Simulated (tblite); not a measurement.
# C6H14BP: the cost of one run

Programs: tblite 0.8.0 and PySCF 2.14.0, with density-fitted response routines of our own. Each step states its level of theory. These are calculated values for one molecule, in the gas phase or a continuum, unless marked as measured. Atoms are numbered from 0 throughout.

### Step 1. The molecule as given

22 atoms, charge 0, multiplicity 1; geometry from: force field or distance geometry start.

Bonds of the start (Å): C0–B1 1.60, B1–C2 1.58, B1–P3 1.92, P3–C4 1.86, C4–C5 1.50, C5–C6 1.51, C6–C7 1.49, C6–P3 1.81, C0–H8 1.10, C0–H9 1.13, C0–H10 1.13, C2–H11 1.12, C2–H12 1.13, C2–H13 1.10, C4–H14 1.09, C4–H15 1.11, C5–H16 1.12, C5–H17 1.12, C6–H18 1.10, C7–H19 1.12, C7–H20 1.12, C7–H21 1.10.

### Step 2. Relaxing the molecule with GFN2-xTB

Job settings and geometry (Å):

```
{"job": {"kind": "relax", "xc": "GFN2-xTB", "basis": "xTB"}, "charge": 0, "multiplicity": 1}
C     -1.916700    -0.044300     1.116500
B     -1.381600     0.601600    -0.249200
C     -2.525400     1.086400    -1.222000
P      0.103900    -0.274800    -1.082800
C      0.572700    -1.846500    -0.203100
C      1.819700    -1.189000     0.309200
C      1.782500     0.082700    -0.512000
C      2.051500     1.267800     0.357500
H     -1.120100    -0.476100     1.738100
H     -2.417500     0.759800     1.724000
H     -2.697500    -0.819300     0.872600
H     -2.277400     0.817700    -2.279000
H     -3.508900     0.599700    -0.971600
H     -2.612900     2.181900    -1.139000
H     -0.163700    -2.093100     0.568300
H      0.735100    -2.688500    -0.906000
H      2.746400    -1.796600     0.155600
H      1.742800    -0.932900     1.391700
H      2.540700     0.010700    -1.311300
H      2.856200     1.003000     1.091400
H      2.496000     2.062300    -0.289600
H      1.163800     1.706900     0.839900
```

Started as:

```console
$ OMP_NUM_THREADS=1 python probes_run.py task.json out
```

The driver reads the jobs from task.json and runs them one after another.

Q: Estimate the wall time and peak memory of this first job on 1 thread of Arm Neoverse V2, shared host.

About 1.4 s, with a peak of 0.18 GiB.
